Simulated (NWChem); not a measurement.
# C3H5B (SMILES BC1C=C1) at 3 levels

Aim: a comparison of 3 runs (HF/STO-3G, HF/3-21G, B3LYP/6-31G*) of C3H5B. 

The results are computed with NWChem 7.3.0.

## (1) The system as given

The species is C3H5B (9 atoms), meant as a singlet with charge 0. As SMILES, `BC1C=C1`. The shape is that of a GFN2-xTB optimisation.

Bond lengths: B1–C2 1.530 Å, C2–C3 1.539 Å, C2–C4 1.540 Å, C3–C4 1.283 Å, B1–H5 1.170 Å, B1–H6 1.171 Å, C2–H7 1.092 Å, C3–H8 1.060 Å, C4–H9 1.060 Å. Some angles: B1–C2–C3 121.0°, B1–C2–C4 120.8°, C3–C2–C4 49.3°, C2–C3–C4 65.4°, C2–C4–C3 65.3°, B1–C2–H7 119.0°, C3–C2–H7 114.0°, C4–C2–H7 114.0°, C2–B1–H5 120.4°, C2–B1–H6 119.6°.

## (2) Energy and forces at HF/STO-3G (run 1)

Input file run.xyz:

```xyz
9
C3H5B hf
B     -0.530390     1.176660    -0.655140
C      0.470150     0.114350    -0.195300
C      0.017640    -1.327330     0.094460
C      0.272870    -0.627910     1.139530
H     -0.181530     2.065830    -1.331080
H     -1.651510     1.095770    -0.326530
H      1.513280     0.198290    -0.507530
H     -0.273060    -2.217230    -0.403650
H      0.362540    -0.478440     2.185240
```

Input file run.nw:

```
start run
title "C3H5B hf"
memory stack 880 mb heap 220 mb global 1100 mb
geometry units angstrom noautosym nocenter noautoz
load format xyz run.xyz
end
basis spherical bse
* library STO-3G
end
scf
thresh 1e-08
maxiter 80
noprint "final vectors analysis"
end
task scf gradient
```

On the command line:

```console
$ nwchem run.nw > run.out
```

Log:

```text
[...]
  functions       =    25
[...]
  wavefunction    = RHF
[...]
         Total SCF energy =   -139.345879939588
      One-electron energy =   -374.767074692953
      Two-electron energy =    140.947718682539
 Nuclear repulsion energy =     94.473476070826
        Time for solution =      1.2s
[...]
                         RHF ENERGY GRADIENTS
    atom               coordinates                        gradient
                 x          y          z           x          y          z
   1 B      -1.002292   2.223565  -1.238035    0.007398  -0.008208   0.003989
   2 C       0.888455   0.216090  -0.369063   -0.009991   0.021737  -0.012560
   3 C       0.033335  -2.508290   0.178504   -0.011458  -0.039201  -0.030525
   4 C       0.515650  -1.186578   2.153399    0.007180   0.012934   0.049591
   5 H      -0.343042   3.903853  -2.515376    0.003842   0.003776  -0.003524
   6 H      -3.120901   2.070705  -0.617052   -0.006036  -0.002029   0.002774
   7 H       2.859685   0.374714  -0.959093    0.005178  -0.003533   0.001043
   8 H      -0.516009  -4.189957  -0.762788    0.004306   0.013735   0.004593
   9 H       0.685101  -0.904121   4.129505   -0.000419   0.000790  -0.015382
[...]
```

Run time: 1.9 s. Hardware: 1 thread of Intel Xeon at 2.60GHz (Ice Lake), shared host; peak memory 0.099 GiB.

## (3) Energy and forces at HF/3-21G (run 2)

Input file run.nw:

```
start run
title "C3H5B hf"
memory stack 880 mb heap 220 mb global 1100 mb
geometry units angstroms noautosym nocenter noautoz
 B       -0.530390       1.176660      -0.655140
 C        0.470150       0.114350      -0.195300
 C        0.017640      -1.327330       0.094460
 C        0.272870      -0.627910       1.139530
 H       -0.181530       2.065830      -1.331080
 H       -1.651510       1.095770      -0.326530
 H        1.513280       0.198290      -0.507530
 H       -0.273060      -2.217230      -0.403650
 H        0.362540      -0.478440       2.185240
end
basis spherical bse
 * library 3-21G
end
scf
 nopen 0
 rhf
 thresh 1e-08
 maxiter 80
 print low
end
task scf gradient
```

On the command line:

```console
$ nwchem run.nw > run.out
```

Log:

```text
[...]
  functions       =    46
[...]
  wavefunction    = RHF
[...]
         Total SCF energy =   -140.271169600132
      One-electron energy =   -374.336595582224
      Two-electron energy =    139.591949911266
 Nuclear repulsion energy =     94.473476070826
        Time for solution =      1.2s
[...]
                         RHF ENERGY GRADIENTS
    atom               coordinates                        gradient
                 x          y          z           x          y          z
   1 B      -1.002292   2.223565  -1.238035   -0.004419   0.004778  -0.001804
   2 C       0.888455   0.216090  -0.369063   -0.022840  -0.010892   0.012774
   3 C       0.033335  -2.508290   0.178504    0.001400  -0.001377  -0.020718
   4 C       0.515650  -1.186578   2.153399    0.007748   0.016984   0.008078
   5 H      -0.343042   3.903853  -2.515376   -0.001595  -0.009694   0.006759
   6 H      -3.120901   2.070705  -0.617052    0.010561   0.000293  -0.002828
   7 H       2.859685   0.374714  -0.959093    0.008960  -0.002002  -0.000890
   8 H      -0.516009  -4.189957  -0.762788   -0.000605  -0.000926  -0.003167
   9 H       0.685101  -0.904121   4.129505    0.000790   0.002835   0.001796
 Task  times  cpu:        1.5s     wall:        1.5s
[...]
```

Wall time 2 s (1 thread of Intel Xeon at 2.60GHz (Ice Lake), shared host); peak memory 0.099 GiB.

## (4) Energy and gradient at B3LYP/6-31G(d) (Cartesian functions) (run 3)

Input file c3h5b.xyz:

```xyz
9
C3H5B
B     -0.530390     1.176660    -0.655140
C      0.470150     0.114350    -0.195300
C      0.017640    -1.327330     0.094460
C      0.272870    -0.627910     1.139530
H     -0.181530     2.065830    -1.331080
H     -1.651510     1.095770    -0.326530
H      1.513280     0.198290    -0.507530
H     -0.273060    -2.217230    -0.403650
H      0.362540    -0.478440     2.185240
```

Input file run.py:

```python
from ase.io import read
from ase.calculators.nwchem import NWChem

atoms = read('c3h5b.xyz')

calc = NWChem(
    label='c3h5b',
    theory='dft',
    memory='2200 mb',
    basis='6-31G*',
    dft={'xc': 'b3lyp', 'mult': '1', 'grid': 'xfine', 'convergence': 'energy 1e-08', 'iterations': '100', 'mulliken': None},
)
atoms.calc = calc

forces = atoms.get_forces()
print(f"energy = {atoms.get_potential_energy():.6f} eV")
print("forces (eV/A):")
for s, f in zip(atoms.symbols, forces):
    print(f"{s:2s} {f[0]:10.5f} {f[1]:10.5f} {f[2]:10.5f}")
print("dipole (e A):", atoms.get_dipole_moment().round(4))
```

On the command line:

```console
$ export ASE_NWCHEM_COMMAND="nwchem PREFIX.nwi > PREFIX.nwo"
$ python run.py
```

Log:

```text
energy = -3865.490149 eV
forces (eV/A):
B     0.42228   -0.43045    0.17093
C     0.25156    0.26200   -0.23340
C     0.08742    0.46367    0.70674
C    -0.23155   -0.43920   -0.69327
H     0.15977    0.59485   -0.43092
H    -0.69266   -0.01918    0.18507
H     0.12969    0.12094   -0.11107
H    -0.18080   -0.59866   -0.28843
H     0.05430    0.04602    0.69435
dipole (e A): [ 0.09   -0.2746  0.1623]
```

The calculator wrote c3h5b.nwi:

```
title "c3h5b"

permanent_dir c3h5b

scratch_dir c3h5b

start c3h5b

geometry units angstrom nocenter noautosym noautoz
  B  -5.3039000000000003e-01 1.1766600000000000e+00 -6.5513999999999994e-01
  C  4.7015000000000001e-01 1.1434999999999999e-01 -1.9530000000000000e-01
  C  1.7639999999999999e-02 -1.3273299999999999e+00 9.4460000000000002e-02
  C  2.7287000000000000e-01 -6.2790999999999997e-01 1.1395299999999999e+00
  H  -1.8153000000000000e-01 2.0658300000000001e+00 -1.3310800000000000e+00
  H  -1.6515100000000000e+00 1.0957699999999999e+00 -3.2652999999999999e-01
  H  1.5132800000000000e+00 1.9828999999999999e-01 -5.0753000000000004e-01
  H  -2.7306000000000002e-01 -2.2172299999999998e+00 -4.0365000000000001e-01
  H  3.6253999999999997e-01 -4.7843999999999998e-01 2.1852399999999998e+00
end

memory 2200 mb

basis noprint
   * library 6-31G*
end

dft
  xc b3lyp
  mult 1
  grid xfine
  convergence energy 1e-08
  iterations 100
  mulliken
end

task dft gradient
```

c3h5b.nwo:

```text
Northwest Computational Chemistry Package (NWChem) 7.3.0
             --------------------------------------------------------

           Job information
           ---------------

    nwchem branch   = 7.3.0
    use scalapack   = T
    input           = c3h5b.nwi
    prefix          = c3h5b.
    data base       = c3h5b/c3h5b.db
    status          = startup
    nproc           =        1

           Memory information
           ------------------

    heap     =     72089596 doubles =      550.0 Mbytes
    stack    =     72089601 doubles =      550.0 Mbytes
    global   =    144179200 doubles =     1100.0 Mbytes (distinct from heap & stack)
    total    =    288358397 doubles =     2200.0 Mbytes
    verify   = yes
    hardfail = no

[... 108 lines left out ...]
  convergence criterion.
[... 40 lines left out ...]
          Spatial weights used:  Erf1
[... 74 lines left out ...]
         Total DFT energy =     -142.054144007231
[... 3 lines left out ...]
 Nuclear repulsion energy =       94.473476070826
[... 560 lines left out ...]
          Convergence on gradient requested:  5.00D-04
[... 27 lines left out ...]
          total energy or number of iterations.
[... 26 lines left out ...]
                         DFT ENERGY GRADIENTS

    atom               coordinates                        gradient
                 x          y          z           x          y          z
   1 B      -1.002292   2.223565  -1.238035   -0.008212   0.008371  -0.003324
   2 C       0.888455   0.216090  -0.369063   -0.004892  -0.005095   0.004539
   3 C       0.033335  -2.508290   0.178504   -0.001700  -0.009017  -0.013744
[... 5 lines of this table left out ...]
   9 H       0.685101  -0.904121   4.129505   -0.001056  -0.000895  -0.013503

                 ----------------------------------------
                 |  Time  |  1-e(secs)   |  2-e(secs)   |
                 ----------------------------------------
                 |  CPU   |       0.00   |       1.07   |
                 ----------------------------------------
                 |  WALL  |       0.00   |       1.07   |
                 ----------------------------------------

 Task  times  cpu:       34.6s     wall:       34.6s
 Total times  cpu:       34.7s     wall:       34.7s
```

Wall time 36 s (1 thread of Intel Xeon at 2.60GHz (Ice Lake), shared host); peak memory 0.14 GiB.

## (5) Overview of the runs

| run | level | Cartesian functions | iteration cap | energy (Eh) | dipole moment (D) | largest force (eV/Å) | wall time |
| --- | --- | --- | --- | --- | --- | --- | --- |
| 1 | HF/STO-3G | no | 80 | -139.345880 | 1.17 | 2.661 | 1.9 s |
| 2 | HF/3-21G | no | 80 | -140.271170 | – | 1.458 | 2 s |
| 3 | B3LYP/6-31G* (Cartesian functions) | yes | 100 | -142.054144 | 1.59 | 0.853 | 36 s |

## (6) Summary of results

```
                       quantity          value
            run 3: total energy  -142.05414 Eh
           run 3: dipole moment         1.59 D
             run 3: HOMO energy       -6.76 eV
             run 3: LUMO energy       -1.02 eV
           run 3: HOMO–LUMO gap        5.73 eV
run 3: largest force on an atom     0.853 eV/Å
```

In words: In run 1 the basis is minimal, so the values are rough. All runs together took 40 s, the longest 36 s.
